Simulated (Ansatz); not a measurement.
**AlGeH₃O₂: up Jacob's ladder to CCSD(T)**

An exercise on one series of results from a longer session: the logs are not shown, and one member is left open.

Program: Ansatz 0.2.0, Gaussian basis. Level of theory: functionals in def2-TZVPP, the program's frozen cores in correlated methods. These are calculated values, not measurements.

Plan: LDA (SPW92), PBE-D4, revPBE-D4, BLYP-D4, r2SCAN-D4, B97M-V, PBE0-D4, B3LYP-D4, r2SCANh-D4, r2SCAN0-D4, HSE06-D4, BHLYP-D4, CAM-B3LYP-D4, LC-ωPBE, ωB97X-V, ωB97M-V, B2PLYP, PBE-QIDH; CCSD(T)/def2-SVP; CCSD(T)/def2-TZVPP; MP2/def2-QZVPP; extrapolation to the limit; RPA on PBE.

### Structure used throughout

The geometry comes from an earlier relaxation with PBE0-D4 in a triple-zeta def2 set; it is a stationary point, not always the lowest conformer.

7 atoms, charge 0, spin multiplicity 1.

Atoms are counted from 1 here; the program's logs count them from 0.

Bond lengths: O1–Ge2 1.778 Å, O1–H5 0.960 Å, Ge2–O3 1.872 Å, Ge2–Al4 2.339 Å, Ge2–H6 1.539 Å, O3–Al4 1.703 Å, Al4–H7 1.576 Å. Angles: Ge2–O1–H5 112.7°, O1–Ge2–O3 110.9°, O1–Ge2–Al4 126.2°, O1–Ge2–H6 101.2°, O3–Ge2–Al4 46.1°, O3–Ge2–H6 110.9°, Al4–Ge2–H6 131.2°, Ge2–O3–Al4 81.6°, Ge2–Al4–O3 52.3°, Ge2–Al4–H7 169.9°, O3–Al4–H7 137.7°.

Set-up of the first run:

in.yaml

```yaml
crystal:
  periodic: [false, false, false]
  atoms:
    - {symbol: O, position_ang: [-1.596943, 1.260124, 0.019799]}
    - {symbol: Ge, position_ang: [0.068096, 0.725572, 0.342687]}
    - {symbol: O, position_ang: [0.114250, -1.094376, 0.777067]}
    - {symbol: Al, position_ang: [1.126406, -1.139753, -0.591896]}
    - {symbol: H, position_ang: [-1.991131, 0.812488, -0.731987]}
    - {symbol: H, position_ang: [0.428750, 1.590668, 1.563913]}
    - {symbol: H, position_ang: [1.911873, -2.222823, -1.425383]}
basis:
  gaussian: {orbitals: def2-TZVPP}
hamiltonian: {xc: lda}
output: {orbitals: {seedname: orbitals}}
```

Started as:

```sh
> ansatz run in.yaml --threads 2 --pin off --events-out ev --progress --plain --max-ram 4352MiB
```

Among the steps run: LDA; PBE-D4 (GGA); revPBE-D4 (GGA); BLYP-D4 (GGA); r2SCAN-D4 (meta-GGA); B97M-V (meta-GGA); PBE0-D4 (hybrid); B3LYP-D4 (hybrid); r2SCANh-D4 (hybrid); r2SCAN0-D4 (hybrid); HSE06-D4 (hybrid); BHLYP-D4 (hybrid); CAM-B3LYP-D4 (range-separated); LC-ωPBE (range-separated); ωB97X-V (range-separated); ωB97M-V (range-separated); B2PLYP (double hybrid); PBE-QIDH (double hybrid).

One table of the session follows, with a row left open; its other results are not shown here.

It belongs to the step «Orbital energies across the functionals». 

```
  functional  HOMO (eV)  LUMO (eV)  gap (eV)
 LDA (SPW92)      -5.54      -2.61      2.93
      PBE-D4      -5.40      -2.39      3.01
   revPBE-D4      -5.34      -2.30      3.04
     BLYP-D4      -5.28      -2.27      3.01
   r2SCAN-D4      -5.61      -2.16      3.46
      B97M-V      -5.67      -2.27      3.39
     PBE0-D4      -6.48      -1.67      4.81
    B3LYP-D4      -6.31      -1.86      4.45
  r2SCANh-D4          ?          ?         ?
  r2SCAN0-D4      -6.62      -1.53      5.09
    HSE06-D4      -6.08      -2.03      4.05
    BHLYP-D4      -7.47      -0.92      6.55
CAM-B3LYP-D4      -7.72      -0.72      7.00
     LC-ωPBE      -8.92       0.34      9.26
     ωB97X-V      -8.64       0.24      8.88
     ωB97M-V      -8.49      -0.01      8.48
```

Estimate the missing values for r2SCANh-D4.

Worked estimate for «HOMO (eV)». Against the share of exact exchange, r2SCAN-D4 (0, -5.61), r2SCAN0-D4 (0.25, -6.62) give a slope of -4.04 per unit share; at 0.1 the line stands at -6.01.

As computed: HOMO (eV): -6.02; LUMO (eV): -1.90; gap (eV): 4.11. In «HOMO (eV)» the line misses by +0.01.
